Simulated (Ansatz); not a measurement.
Predict the output of the script below (Ansatz 0.2.0, Python API).

The script, `fdcheck.py`:
```python
"""Forces and pressure of Ta against finite differences of the energy with displaced atoms."""

import warnings

import ansatz as az
import numpy as np

VECTORS = np.array([
    [2.90037, 0.0, 0.0],
    [-1.45019, 2.5118, 0.0],
    [0.0, 0.0, 5.16627],
])
SITES = [
    ("Ta", (0.66318, 0.35868, 0.69866)),
    ("Ta", (0.35441, 0.69861, 0.23346)),
]


def make_crystal(cell):
    crystal = az.Crystal(lattice=az.Lattice.of(cell))
    for symbol, position in SITES:
        crystal = crystal.atom(symbol, position)
    return crystal

warnings.simplefilter("ignore", az.DeckWarning)

def solve(crystal):
    return (
        crystal.calculation()
        .occupations(az.OccupationsMethod.COLD, width=0.15)
        .functional("r2scan")
        .basis(650, xc_grid=2)
        .kpoints(8, 8, 4)
        .scf(tolerance=1e-09)
        .forces()
        .stress()
        .run(threads=1)
    ).report


centre = solve(make_crystal(VECTORS))
start = make_crystal(VECTORS)
# move one atom both ways along a Cartesian axis
print(f"force on atom 1 along y: analytic {centre['forces_ev_ang'][1][1]:.4f} eV/A")
for h in (0.004, 0.016):
    shift = np.eye(3)[1] * h @ np.linalg.inv(VECTORS)
    plus, minus = (solve(start.move(1, to=np.array(SITES[1][1]) + sign * shift))["lagrangian_ev"] for sign in (1, -1))
    print(f"  step {h} A: numerical {-(plus - minus) / (2 * h):.4f} eV/A")
# P = -dF/dV; the difference feels the change of the plane-wave count with the cell
volume = abs(np.linalg.det(VECTORS))
larger, smaller = (solve(make_crystal(VECTORS * (1 + sign * 0.005) ** (1 / 3)))["lagrangian_ev"] for sign in (1, -1))
numerical = -(larger - smaller) / (0.01 * volume) * 160.21766
print(f"pressure: analytic {np.trace(centre['stress_gpa']) / 3:.3f}, numerical {numerical:.3f} GPa")
```

```console
$ python fdcheck.py
force on atom 1 along y: analytic 0.0419 eV/A
  step 0.004 A: numerical 0.0420 eV/A
  step 0.016 A: numerical 0.0431 eV/A
pressure: analytic -1.196, numerical -1.195 GPa
```

Reading the output:
- The mesh is modest for a metal, so energies can be off by several to tens of meV an atom and pressures by half a GPa or more; differences at equal mesh fare better.
- The program warned that this SCF threshold is loose for forces or stresses.
- Pressure is positive in compression.
- Spin-orbit coupling, which matters for elements this heavy, is left out.
- The cell is a database structure, distorted on purpose.
- The central difference errs as the square of the step, so the shorter step is the fairer test; what remains comes from the finite grid and the SCF threshold.
- The script silences the warnings on its input, which a real study should read.
- Hardware and time: 120 s on 1 thread of Arm Neoverse V1, on a shared host, peak memory 0.49 GiB.
